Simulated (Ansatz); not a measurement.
# C8H18O: one species, many methods

How much do the methods differ for C8H18O? The plan is to run it at one geometry with functionals of several rungs and with coupled cluster, and see how far each lands from CCSD(T) at the basis-set limit for the atomisation energy.

Computed with Ansatz 0.2.0, Gaussian basis. Level: functionals in def2-TZVPP, the program's frozen cores in correlated methods.

Plan: LDA (SPW92), PBE-D4, revPBE-D4, BLYP-D4, r2SCAN-D4, B97M-V, PBE0-D4, B3LYP-D4, r2SCANh-D4, r2SCAN0-D4, HSE06-D4, BHLYP-D4, CAM-B3LYP-D4, LC-ωPBE, ωB97X-V, ωB97M-V, B2PLYP, PBE-QIDH; CCSD(T)/def2-SVP; CCSD(T)/def2-TZVPP; MP2/def2-QZVPP; extrapolation to the limit; RPA on PBE.

## 1. Structure used throughout

The geometry comes from an earlier relaxation with PBE0-D4 in a triple-zeta def2 set; it is a stationary point, not always the lowest conformer.

27 atoms, charge 0, spin multiplicity 1.

Atoms are counted from 1 here; the program's logs count them from 0.

Bond lengths: C1–C2 1.520 Å, C1–H10 1.092 Å, C1–H11 1.092 Å, C1–H12 1.094 Å, C2–C3 1.524 Å, C2–H13 1.097 Å, C2–H14 1.095 Å, C3–C4 1.520 Å, C3–H15 1.095 Å, C3–H16 1.098 Å, C4–C5 1.525 Å, C4–H17 1.093 Å, C4–H18 1.097 Å, C5–C6 1.531 Å, C5–C8 1.524 Å, C5–H19 1.102 Å, C6–C7 1.521 Å, C6–H20 1.094 Å and more. Angles: C2–C1–H10 112.0°, C2–C1–H11 111.2°, C2–C1–H12 110.9°, H10–C1–H11 107.4°, H10–C1–H12 107.6°, H11–C1–H12 107.6°, C1–C2–C3 114.2°, C1–C2–H13 109.5°, C1–C2–H14 109.0°, C3–C2–H13 109.1°, C3–C2–H14 108.8°, H13–C2–H14 106.0°, C2–C3–C4 113.9°, C2–C3–H15 108.6°, C2–C3–H16 109.1°, C4–C3–H15 109.7°, C4–C3–H16 109.3°, H15–C3–H16 106.0° and more.

## 2. LDA

This LDA is Slater exchange with PW92 correlation.

The input, in.yaml:

```yaml
crystal:
  periodic: [false, false, false]
  atoms:
    - {symbol: C, position_ang: [-2.275049, -1.168751, -2.276075]}
    - {symbol: C, position_ang: [-0.761001, -1.053687, -2.351728]}
    - {symbol: C, position_ang: [-0.065955, -1.067927, -0.995380]}
    - {symbol: C, position_ang: [-0.379948, 0.141099, -0.129379]}
    - {symbol: C, position_ang: [0.256307, 0.108970, 1.256647]}
    - {symbol: C, position_ang: [1.785813, 0.047120, 1.243482]}
    - {symbol: C, position_ang: [2.476778, 1.181795, 0.501847]}
    - {symbol: C, position_ang: [-0.234568, 1.276403, 2.104477]}
    - {symbol: O, position_ang: [-1.632387, 1.274260, 2.309660]}
    - {symbol: H, position_ang: [-2.723728, -0.320496, -1.754610]}
    - {symbol: H, position_ang: [-2.718019, -1.209815, -3.273856]}
    - {symbol: H, position_ang: [-2.571560, -2.078055, -1.744410]}
    - {symbol: H, position_ang: [-0.489359, -0.133995, -2.883649]}
    - {symbol: H, position_ang: [-0.370054, -1.878579, -2.956638]}
    - {symbol: H, position_ang: [1.014977, -1.133745, -1.158215]}
    - {symbol: H, position_ang: [-0.347248, -1.982629, -0.456554]}
    - {symbol: H, position_ang: [-1.460426, 0.235214, 0.005192]}
    - {symbol: H, position_ang: [-0.065185, 1.053167, -0.651955]}
    - {symbol: H, position_ang: [-0.088790, -0.809200, 1.758368]}
    - {symbol: H, position_ang: [2.098911, -0.906680, 0.808909]}
    - {symbol: H, position_ang: [2.137988, 0.028308, 2.281278]}
    - {symbol: H, position_ang: [3.562113, 1.074458, 0.561389]}
    - {symbol: H, position_ang: [2.208681, 1.195977, -0.557170]}
    - {symbol: H, position_ang: [2.223399, 2.159219, 0.919207]}
    - {symbol: H, position_ang: [0.299624, 1.281103, 3.065952]}
    - {symbol: H, position_ang: [-0.016711, 2.225640, 1.607890]}
    - {symbol: H, position_ang: [-1.864613, 0.460828, 2.765331]}
basis:
  gaussian: {orbitals: def2-TZVPP}
hamiltonian: {xc: lda}
output: {orbitals: {seedname: orbitals}}
```

Run with:

```bash
> ansatz run in.yaml --threads 4 --pin off --events-out ev --progress --plain --max-ram 66560MiB --backend cuda --devices 0, --max-vram 37GiB
```

After this run come: PBE-D4 (GGA); revPBE-D4 (GGA); BLYP-D4 (GGA); r2SCAN-D4 (meta-GGA); B97M-V (meta-GGA); PBE0-D4 (hybrid); B3LYP-D4 (hybrid); r2SCANh-D4 (hybrid); r2SCAN0-D4 (hybrid); HSE06-D4 (hybrid); BHLYP-D4 (hybrid); CAM-B3LYP-D4 (range-separated); LC-ωPBE (range-separated); ωB97X-V (range-separated); ωB97M-V (range-separated); B2PLYP (double hybrid); PBE-QIDH (double hybrid); CCSD(T) in def2-SVP; CCSD(T) in def2-TZVPP; MP2 in def2-QZVPP; RPA on PBE orbitals.

Before running them: what should the planned runs give, taken together? Wanted: atomisation energy, CCSD(T)/CBS; farthest beyond LDA; mean size of error, GGA; mean size of error, meta-GGA; mean size of error, hybrid; mean size of error, range-separated; mean size of error, double hybrid; gap, smallest and largest; T1 diagnostic.

**Answer**, as computed:

| quantity | value |
| --- | --- |
| atomisation energy, CCSD(T)/CBS | 2576.5 kcal/mol |
| functionals within 12.9 kcal/mol (0.5 %) | revPBE-D4, r2SCAN-D4, B97M-V, B3LYP-D4, r2SCANh-D4, CAM-B3LYP-D4, LC-ωPBE, ωB97X-V, ωB97M-V, PBE-QIDH |
| farthest beyond LDA | BHLYP-D4 (-59.1 kcal/mol) |
| mean size of error, GGA | 23.4 kcal/mol |
| mean size of error, meta-GGA | 2.3 kcal/mol |
| mean size of error, hybrid | 19.8 kcal/mol |
| mean size of error, range-separated | 5.8 kcal/mol |
| mean size of error, double hybrid | 15.3 kcal/mol |
| gap, smallest and largest | 6.11 eV (BLYP-D4), 13.47 eV (LC-ωPBE) |
| T1 diagnostic | 0.0091 |
| triples share of the correlation energy | 3.8 % |

**Reading.** The LDA atomisation energy is off by 351.5 kcal/mol (14 %): it overbinds. PBE-D4 is off by +46.1 kcal/mol. Double hybrids carry the basis error of their MP2 part in triple zeta, and no dispersion term here, so their miss is partly the set-up's. The rungs meta-GGA, range-separated miss on average by less than the doubt on the reference (12.9 kcal/mol), so they tie. The reference freezes the cores and leaves out relativity and excitations past (T), so misses under about 12.9 kcal/mol can't be ranked. Hartree-Fock recovers 75 % of the binding; the rest is correlation. CCSD(T) in def2-SVP is off by -94.9 kcal/mol, more than most functionals: a good method in a small basis is no reference. The gap grows from 6.1 to 13.5 eV across the functionals, mostly with the share of exact exchange.
